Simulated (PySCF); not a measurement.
# Eu2O(OH)2: other functionals and bases at one geometry

An exercise on one series of results from a longer session: the logs are not shown, and one member is left open.

Program: PySCF 2.14.0. Level of theory: several levels, as the steps say, no spin–orbit coupling. These are calculated values, not measurements.

3 further runs of the same task are left out: 2 for a known fault of the program, 1 set aside as unsound or not needed.

### Starting geometry

7 atoms, charge 0, spin multiplicity 1.

Bond lengths: Eu1–O3 2.186 Å, Eu1–O4 2.193 Å, Eu2–O3 2.186 Å, Eu2–O6 2.193 Å, O4–H5 0.970 Å, O6–H7 0.970 Å. Angles: O3–Eu1–O4 122.4°, O3–Eu2–O6 122.4°, Eu1–O3–Eu2 164.8°, Eu1–O4–H5 156.0°, Eu2–O6–H7 156.0°.

Geometry (Å):

```xyz
7

Eu   -1.2753    0.0000    2.1672
Eu   -1.2753    0.0000   -2.1672
O    -1.5649    0.0000    0.0000
O     0.7155    0.0000    3.0882
H     1.6853    0.0000    3.1031
O     0.7155    0.0000   -3.0882
H     1.6853    0.0000   -3.1031
```

Formal oxidation states: Eu +2. Each metal's 7 4f electrons lie in its core potential, so multiplicities, spins and levels count the valence alone. An earlier session relaxed this geometry at TPSS, Eu lcecp-0-SVP with ECP53, O def2-SVP, H def2-SVP (singlet, point group C2v).

At TPSS on the finer grid: E = -285.645655 Eh, frontier levels not given, since the 4f levels lie in the core, Mulliken charge on Eu1 +0.74 e, largest force component 0.012 eV/Å. 

Levels to run: TPSSh; HF; BP86; CAM-B3LYP; TPSS, TZVP. Hardware: 2 threads of Arm Neoverse V2, shared host.

The first run:

Contents of run.py (the lines that set the calculation):

```python
mol = gto.M(atom='''
Eu    -1.27527     0.00000     2.16722
Eu    -1.27527     0.00000    -2.16722
O     -1.56489     0.00000     0.00000
O      0.71545     0.00000     3.08824
H      1.68532     0.00000     3.10308
O      0.71545     0.00000    -3.08824
H      1.68532     0.00000    -3.10308''',
    basis={'Eu': 'lcecp-0-SVP', 'O': 'def2-SVP', 'H': 'def2-SVP'},
    ecp={'Eu': 'lcecp-0-SVP'},
    charge=0, spin=0)
mf = dft.RKS(mol, xc='TPSSH')
mf.grids.atom_grid = (75, 302)  # f atoms: unpruned, at least (60, 302)
mf = mf.density_fit()  # fitting sets: Eu AutoAux, O def2-universal-JKFIT, H def2-universal-JKFIT
mf.conv_tol = 1e-08; mf.max_cycle = 55
mf.kernel(dm0)  # dm0: the density of the relaxed state
```

Command:

```console
> OMP_NUM_THREADS=2 python run.py
```

Among the steps run: TPSSh; HF; BP86; CAM-B3LYP; TPSS, TZVP.

One table of the session follows, with a row left open; its other results are not shown here.

| level | charge on Eu1 (e) | dipole (D) | largest force component (eV/Å) |
| --- | --- | --- | --- |
| TPSS (relaxed here) | 0.74 | 6.81 | 0.01 |
| TPSSh | 0.79 | 7.04 | 0.23 |
| HF | 1.11 | 8.31 | 1.98 |
| BP86 | 0.68 | 6.59 | 0.12 |
| CAM-B3LYP | ? | ? | ? |
| TPSS, TZVP | 1.10 | 7.53 | 0.37 |

Q: Estimate the row for CAM-B3LYP from the others.

The run gave: charge on Eu1 (e): 0.80; dipole (D): 7.23; largest force component (eV/Å): 0.47. In the column «charge on Eu1 (e)» it lies between TPSSh (0.79) and TPSS, TZVP (1.10).

The largest leftover force, 1.98 eV/Å with HF, stands at a geometry relaxed at another level. With 4f in the core, its levels are missing from HOMO and gap, and its count is fixed, so no charge can pass from the ligands into it. Total energies of different levels can't be compared.
